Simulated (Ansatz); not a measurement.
# FH7OW: the cost of one run

All numbers below are computed with Ansatz 0.2.0 (RKS PBE/def2-SVP).

### Step 1. The system as given

Bond lengths: W1–F2 2.200 Å, W1–H3 1.720 Å, W1–H4 1.720 Å, W1–O5 1.940 Å, O5–H6 1.010 Å, W1–H7 1.720 Å, W1–H8 1.720 Å, W1–H9 2.020 Å, W1–H10 2.156 Å. Angles (14 of 29 angles, heavy atoms first): F2–W1–O5 90.0°, F2–W1–H3 90.0°, F2–W1–H4 90.0°, F2–W1–H7 90.0°, F2–W1–H8 180.0°, F2–W1–H9 71.6°, F2–W1–H10 40.9°, H3–W1–O5 180.0°, H4–W1–O5 90.0°, O5–W1–H7 90.0°, O5–W1–H8 90.0°, O5–W1–H9 131.1°, O5–W1–H10 116.9°, W1–O5–H6 109.5°.

Structure file:

```xyz
10

W     0.0000    0.0000    0.0000
F     0.0000    0.0000    2.2000
H     1.7200    0.0000    0.0000
H     0.0000    1.7200    0.0000
O    -1.9400    0.0000    0.0000
H    -2.2771   -0.1263    0.9437
H     0.0000   -1.7200    0.0000
H     0.0000    0.0000   -1.7200
H     1.3275    1.3829    0.6370
H     0.9769    1.0177    1.6302
```

### Step 2. A restrained relaxation towards end A

Springs on the bonds that form and break draw the guess towards this end; the thresholds are loose.

Contents of input.yaml:

```yaml
crystal:
  periodic: [false, false, false]
  atoms:
    - { symbol: W, position_ang: [0.0, 0.0, 0.0] }
    - { symbol: F, position_ang: [0.0, 0.0, 2.2] }
    - { symbol: H, position_ang: [1.72, 0.0, 0.0] }
    - { symbol: H, position_ang: [0.0, 1.72, 0.0] }
    - { symbol: O, position_ang: [-1.94, 0.0, 0.0] }
    - { symbol: H, position_ang: [-2.2771, -0.1263, 0.9437] }
    - { symbol: H, position_ang: [0.0, -1.72, 0.0] }
    - { symbol: H, position_ang: [0.0, 0.0, -1.72] }
    - { symbol: H, position_ang: [1.3275, 1.3829, 0.637] }
    - { symbol: H, position_ang: [0.9769, 1.0177, 1.6302] }
basis:
  gaussian: { orbitals: def2-SVP }
hamiltonian:
  xc: pbe
relax:
  f_tol: 0.15
  max_steps: 25
  restrain:
    - { distance: [0, 8], at: 2.92, k: 30.0 }
    - { distance: [9, 1], at: 2.12, k: 30.0 }
    - { distance: [0, 1], at: 1.85, k: 30.0 }
    - { distance: [9, 8], at: 0.66, k: 30.0 }
```

The run is started by

```bash
> ansatz run input.yaml --threads 2 --pin off --max-ram 3072MiB --backend cpu --events-out ev --progress --plain --runs-dir out
```

What time and memory should one allow on 2 threads of Intel Xeon Platinum 8259CL at 2.50GHz (Skylake/Cascade Lake), shared host?

About 55 s, with a peak of 0.15 GiB.
